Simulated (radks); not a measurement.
**The first electron to leave Bi**

One table from this session's results is given with a row withheld; the runs are named, their logs left out.

Program: radks (a radial shooting solver on a logarithmic mesh, Libxc functionals) version 1. Level of theory: Dirac Kohn-Sham, PBE, spin-unpolarised, spherical densities, finite nucleus. These are calculated values, not measurements, unless marked.

### What is computed

* element: bismuth (Z = 83)
* charge: 0
* electrons: 83
* configuration: [Hg] 6p(1/2: 2, 3/2: 1)
* nuclear rms radius: 5.5211 fm

A shell typed twice in an input gives the lower j, then the higher j.

The first run:

Input:

```text
Z 83
configuration [Hg] 6p2 6p1
relativity Dirac
functional pbe,pbe
spin unpolarised
j_filling energy
nucleus finite rms 5.5211 fm
c 137.035999084
```

Among the steps run: The parent, Bi.

One of the session's tables, all rows but one given; the rest of the session is left out.

It belongs to the step «The parent, Bi». From the orbitals of this run (lengths in bohr):

```
level     <r>  outermost maximum (interpolated)  90 % within  nodes
4f7/2  0.4442                             0.344        0.703      0
5p1/2  0.8856                             0.807         1.27      3
5p3/2  0.9752                             0.883         1.41      3
5d3/2   1.212                              1.02         1.82      2
5d5/2   1.257                              1.05         1.90      2
6s1/2   2.190                              1.88         3.21      5
6p1/2   2.787                              2.25         4.23      4
6p3/2       ?                                 ?            ?      ?
```

Q: Estimate the row for 6p3/2 from the others.

**Answer.** <r>: 3.262; outermost maximum (interpolated): 2.58; 90 % within: 5.01; nodes: 4. In the column «<r>» it is the highest.

Limits of these values: Spin polarisation and multiplet splitting are left out, so open shells lie too high by an amount that depends on their filling.
